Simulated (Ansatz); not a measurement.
Working through a check of forces and pressure against finite differences of Li3Pt (distorted cell)

Program: the Python package of Ansatz (0.2.0).

At the Python prompt:
```pycon
>>> import warnings
>>> import ansatz as az
>>> import numpy as np
>>> VECTORS = np.array([
...     [-1.96428, 1.96428, 3.6403],
...     [1.96428, -1.96428, 3.6403],
...     [1.96428, 1.96428, -3.6403],
... ])
>>> SITES = [
...     ("Li", (0.74648, 0.23091, 0.48406)),
...     ("Li", (0.26197, 0.78038, 0.54616)),
...     ("Li", (0.52011, 0.50722, 0.01472)),
...     ("Pt", (0.00489, 0.98473, 0.98521)),
... ]
>>> def make_crystal(cell):
...     crystal = az.Crystal(lattice=az.Lattice.of(cell))
...     for symbol, position in SITES:
...         crystal = crystal.atom(symbol, position)
...     return crystal
...
>>> warnings.simplefilter("ignore", az.DeckWarning)
>>> def solve(crystal):
...     return (
...         crystal.calculation()
...         .functional("lda")
...         .occupations("fermi_dirac", width=100 * az.meV)
...         .basis(540, xc_grid=2)
...         .kpoints(5, 5, 6)
...         .scf(tolerance=1e-09)
...         .forces()
...         .stress()
...         .run(threads=1)
...     ).report
...
>>> centre = solve(make_crystal(VECTORS))
>>> start = make_crystal(VECTORS)
>>> # move one atom both ways along a Cartesian axis
>>> print(f"force on atom 1 along x: analytic {centre['forces_ev_ang'][1][0]:.4f} eV/A")
force on atom 1 along x: analytic -0.5511 eV/A
>>> for h in (0.004, 0.016):
...     shift = np.eye(3)[0] * h @ np.linalg.inv(VECTORS)
...     plus, minus = (solve(start.move(1, to=np.array(SITES[1][1]) + sign * shift))["lagrangian_ev"] for sign in (1, -1))
...     print(f"  step {h} A: numerical {-(plus - minus) / (2 * h):.4f} eV/A")
...
  step 0.004 A: numerical -0.5511 eV/A
  step 0.016 A: numerical -0.5511 eV/A
>>> # P = -dF/dV; the difference feels the change of the plane-wave count with the cell
>>> volume = abs(np.linalg.det(VECTORS))
>>> larger, smaller = (solve(make_crystal(VECTORS * (1 + sign * 0.005) ** (1 / 3)))["lagrangian_ev"] for sign in (1, -1))
>>> numerical = -(larger - smaller) / (0.01 * volume) * 160.21766
>>> print(f"pressure: analytic {np.trace(centre['stress_gpa']) / 3:.3f}, numerical {numerical:.3f} GPa")
pressure: analytic -3.700, numerical -3.699 GPa
```

Notes:
- The mesh is modest for a metal, so energies can be off by several to tens of meV an atom and pressures by half a GPa or more; differences at equal mesh fare better.
- The program warned that this SCF threshold is loose for forces or stresses.
- Pressure is positive in compression.
- Spin-orbit coupling, which matters for elements this heavy, is left out.
- The cell is a database structure, distorted on purpose.
- The central difference errs as the square of the step, so the shorter step is the fairer test; what remains comes from the finite grid and the SCF threshold.
- The script silences the warnings on its input, which a real study should read.
- Finished in 78 s on 1 thread of Arm Neoverse V1, on a shared host, peak memory 0.48 GiB.
